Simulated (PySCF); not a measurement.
# One shape, several levels: C2H6GaN (SMILES CC#[N+][GaH3-])

Aim: a comparison of 5 runs (HF/STO-3G, B3LYP/6-31G*, B2PLYP/def2-SVP, SVWN5/6-31G**, MP2/6-311G**) of C2H6GaN. Input form: a Python script.

The results are computed with PySCF 2.14.0.

### Step 1. Starting point

C2H6GaN has 10 atoms, charge 0, and is taken as a singlet. SMILES: `CC#[N+][GaH3-]`. The shape is that of a PBE0-D4/def2-TZVP optimisation.

Bond lengths: C1–C2 1.443 Å, C2–N3 1.144 Å, N3–Ga4 2.141 Å, C1–H5 1.091 Å, C1–H6 1.091 Å, C1–H7 1.091 Å, Ga4–H8 1.578 Å, Ga4–H9 1.578 Å, Ga4–H10 1.578 Å. Some angles: C1–C2–N3 180.0°, C2–N3–Ga4 179.9°, C2–C1–H5 109.7°, C2–C1–H6 109.7°, C2–C1–H7 109.7°, N3–Ga4–H8 97.6°, N3–Ga4–H9 97.6°, N3–Ga4–H10 97.6°, H5–C1–H6 109.2°, H5–C1–H7 109.2°.

### Step 2. Energy and forces at HF/STO-3G (run 1)

Contents of calc.py:

```python
from pyscf import gto, scf

mol = gto.M(
    atom='''
C     -1.982134     1.892561    -3.226140
C     -0.701466     0.668774    -1.151788
N      0.313884    -0.300466     0.491518
Ga     2.223074    -2.110446     3.564401
H     -3.782665     2.659601    -2.577586
H     -0.814661     3.426829    -3.956709
H     -2.329087     0.527989    -4.732252
H      1.567150    -4.925949     2.835723
H      0.697876    -0.834503     5.785586
H      4.965444    -1.101143     2.972539
''',
    basis='sto-3g',
    unit='bohr',
    max_memory=1860,
    verbose=3,
)

myscf = scf.RHF(mol)
myscf.conv_tol = 1e-10
myscf.kernel()
if not myscf.converged:
    myscf = myscf.newton().run(myscf.mo_coeff, myscf.mo_occ)

e_final = myscf.e_tot
print(f'total energy: {e_final:.8f} hartree')
grad = myscf.nuc_grad_method().kernel()
dip = myscf.dip_moment()
pop, q = myscf.mulliken_pop()
```

Run with:

```console
OMP_NUM_THREADS=1 python calc.py
```

The log of the run:

```text
converged SCF energy = -2032.88910968279
total energy: -2032.88910968 hartree
--------------- RHF gradients ---------------
         x                y                z
0 C     0.0180372254    -0.0171934656     0.0291869111
1 C    -0.0075760069     0.0072360891    -0.0122772772
2 N    -0.0238432733     0.0226585498    -0.0384471632
3 Ga    -0.0026873922     0.0025032361    -0.0042587078
4 H    -0.0012369819     0.0003783939     0.0009742934
5 H     0.0012377969     0.0009955679    -0.0001676283
6 H    -0.0000103695    -0.0013850142    -0.0008151767
7 H    -0.0117739763    -0.0587055790    -0.0123063143
8 H    -0.0294422735     0.0244617312     0.0476537908
9 H     0.0572952514     0.0190504909    -0.0095427278
----------------------------------------------
Dipole moment(X, Y, Z, Debye): -3.51727,  3.34560, -5.67625
 ** Mulliken pop  **
pop of  0 C 1s            1.99178
pop of  0 C 2s            1.17486
pop of  0 C 2px           1.03049
pop of  0 C 2py           1.03424
pop of  0 C 2pz           0.95999
pop of  1 C 1s            1.99487
pop of  1 C 2s            1.04680
pop of  1 C 2px           0.91512
pop of  1 C 2py           0.91404
pop of  1 C 2pz           0.93351
pop of  2 N 1s            1.99664
pop of  2 N 2s            1.64694
pop of  2 N 2px           1.16297
pop of  2 N 2py           1.15957
pop of  2 N 2pz           1.22595
pop of  3 Ga 1s           1.99999
pop of  3 Ga 2s           1.99915
pop of  3 Ga 3s           1.99853
pop of  3 Ga 4s           1.10950
pop of  3 Ga 2px          1.99964
pop of  3 Ga 2py          1.99964
pop of  3 Ga 2pz          1.99960
pop of  3 Ga 3px          1.98332
pop of  3 Ga 3py          1.98350
pop of  3 Ga 3pz          1.98051
pop of  3 Ga 4px          0.71972
pop of  3 Ga 4py          0.73259
pop of  3 Ga 4pz          0.52575
pop of  3 Ga 3dxy         1.95495
pop of  3 Ga 3dyz         1.94062
pop of  3 Ga 3dz^2        1.95644
pop of  3 Ga 3dxz         1.93274
pop of  3 Ga 3dx2-y2      1.93986
pop of  4 H 1s            0.87660
pop of  5 H 1s            0.87658
pop of  6 H 1s            0.87660
pop of  7 H 1s            1.14211
pop of  8 H 1s            1.14211
pop of  9 H 1s            1.14217
 ** Mulliken atomic charges  **
charge of    0C =     -0.19136
charge of    1C =      0.19565
charge of    2N =     -0.19207
charge of    3Ga =      0.24395
charge of    4H =      0.12340
charge of    5H =      0.12342
charge of    6H =      0.12340
charge of    7H =     -0.14211
charge of    8H =     -0.14211
charge of    9H =     -0.14217
```

Run time: 2.3 s. Hardware: 1 thread of Arm Neoverse V1, shared host; peak memory 0.12 GiB.

### Step 3. Energy and forces at B3LYP/6-31G(d) (spherical functions) (run 2)

Contents of run.py:

```python
# CC#[N+][GaH3-]
from pyscf import gto, dft

system = gto.Mole()
system.atom = [
    ('C', (-1.048900, 1.001500, -1.707200)),
    ('C', (-0.371200, 0.353900, -0.609500)),
    ('N', (0.166100, -0.159000, 0.260100)),
    ('Ga', (1.176400, -1.116800, 1.886200)),
    ('H', (-2.001700, 1.407400, -1.364000)),
    ('H', (-0.431100, 1.813400, -2.093800)),
    ('H', (-1.232500, 0.279400, -2.504200)),
    ('H', (0.829300, -2.606700, 1.500600)),
    ('H', (0.369300, -0.441600, 3.061600)),
    ('H', (2.627600, -0.582700, 1.573000)),
]
system.charge = 0
system.basis = '6-31g*'
system.verbose = 4
system.max_memory = 1860
system.build()

ks = dft.RKS(system)
ks.xc = 'b3lyp'
ks.grids.level = 5
ks.conv_tol = 1e-10
ks.kernel()
if not ks.converged:
    ks = ks.newton().run(ks.mo_coeff, ks.mo_occ)

etot = ks.e_tot
print(f'total energy: {etot:.8f} hartree')
grad = ks.nuc_grad_method().kernel()
dip = ks.dip_moment()
pop, q = ks.mulliken_pop()
```

Run with:

```console
OMP_NUM_THREADS=1 python run.py
```

The log of the run:

```text
PySCF version 2.14.0

[... 78 lines left out ...]
converged SCF energy = -2059.16709297918
total energy: -2059.16709298 hartree
[... 12 lines left out ...]
Dipole moment(X, Y, Z, Debye): -3.52974,  3.35966, -5.69926
[... 97 lines left out ...]
charge of    9H =     -0.00312
```

Run time: 37 s. Hardware: 1 thread of Arm Neoverse V1, shared host; peak memory 0.84 GiB.

Runs 3 to 4 aren't shown in full; the table further down has their settings and results.

### Step 4. Energy and gradient at MP2/6-311G(d,p) (run 5)

Contents of job.py:

```python
from pyscf import gto, mp

molecule = gto.M(
    atom='''
C   -1.048900   1.001500  -1.707200
C   -0.371200   0.353900  -0.609500
N    0.166100  -0.159000   0.260100
Ga   1.176400  -1.116800   1.886200
H   -2.001700   1.407400  -1.364000
H   -0.431100   1.813400  -2.093800
H   -1.232500   0.279400  -2.504200
H    0.829300  -2.606700   1.500600
H    0.369300  -0.441600   3.061600
H    2.627600  -0.582700   1.573000
''',
    spin=0,
    charge=0,
    verbose=3,
    basis='6-311g**',
    max_memory=1860,
)

calc0 = molecule.RHF()
calc0.conv_tol = 1e-10
calc0.kernel()
if not calc0.converged:
    calc0 = calc0.newton().run(calc0.mo_coeff, calc0.mo_occ)

pt = mp.MP2(calc0, frozen=12).run()
etot = pt.e_tot
print('Final energy', etot)
grad = pt.nuc_grad_method().kernel()
calc0.analyze()
```

Run with:

```console
OMP_NUM_THREADS=1 python job.py
```

The log of the run:

```text
converged SCF energy = -2056.89755233182
[... 17 lines left out ...]
MO #6   energy= -15.6289910022443  occ= 2
[... 15 lines left out ...]
MO #22  energy= -0.667941474953485 occ= 2
[... 15 lines left out ...]
MO #38  energy= 0.275195226809953  occ= 0
[... 15 lines left out ...]
MO #54  energy= 0.708899632649565  occ= 0
[... 15 lines left out ...]
MO #70  energy= 1.33337557442163   occ= 0
[... 15 lines left out ...]
MO #86  energy= 1.95999184211037   occ= 0
[... 15 lines left out ...]
MO #102 energy= 2.68415263851558   occ= 0
[... 15 lines left out ...]
MO #118 energy= 4.13974104092119   occ= 0
[... 15 lines left out ...]
MO #134 energy= 793.325862519145   occ= 0
[... 11 lines left out ...]
Dipole moment(X, Y, Z, Debye): -3.76068,  3.57933, -6.07190
```

It took 45 s on 1 thread of Arm Neoverse V1, shared host; peak memory 1.9 GiB.

### Step 5. All runs side by side

```tsv
run	level	integration grid	task	energy (Eh)	dipole moment (D) of the reference	HOMO energy (eV)	LUMO energy (eV)	wall time
1	HF/STO-3G	–	gradient	-2032.889110	7.47	-5.42	7.44	2.3 s
2	B3LYP/6-31G* (spherical functions)	5	gradient	-2059.167093	7.50	-7.06	-0.40	37 s
3	B2PLYP/def2-SVP	5	energy	-2058.534353	7.75	-8.33	1.22	29 s
4	SVWN5/6-31G** (spherical functions)	5	gradient	-2054.883589	7.43	-6.09	-1.42	32 s
5	MP2/6-311G**	–	gradient	-2057.598515	7.99	-10.28	2.50	45 s
```

### Step 6. Outcome

| quantity | value |
| --- | --- |
| run 5: total energy | -2057.59851 Eh |
| run 5: dipole moment (Hartree–Fock density) | 7.99 D |
| run 5: HOMO energy (Hartree–Fock orbitals) | -10.28 eV |
| run 5: LUMO energy (Hartree–Fock orbitals) | 2.50 eV |
| run 5: HOMO–LUMO gap (Hartree–Fock orbitals) | 12.78 eV |
| run 5: correlation energy (12 core orbitals frozen) | -701.0 mEh |
| run 5: largest force on an atom | 2.458 eV/Å |

Over runs 1, 2, 3, 4 the dipole moment (its size) runs from 7.43 D (SVWN5/6-31G**) to 7.75 D (B2PLYP/def2-SVP). The two ends differ in method and basis. A double hybrid's value is that of its SCF part. Over runs 1, 2, 3, 4 the HOMO–LUMO gap runs from 4.68 eV (SVWN5/6-31G**) to 12.86 eV (HF/STO-3G). Totals of different functionals can't be ranked against each other. In run 1 the basis is minimal, so the values are rough. All runs together took 2.4 min, the longest 45 s.
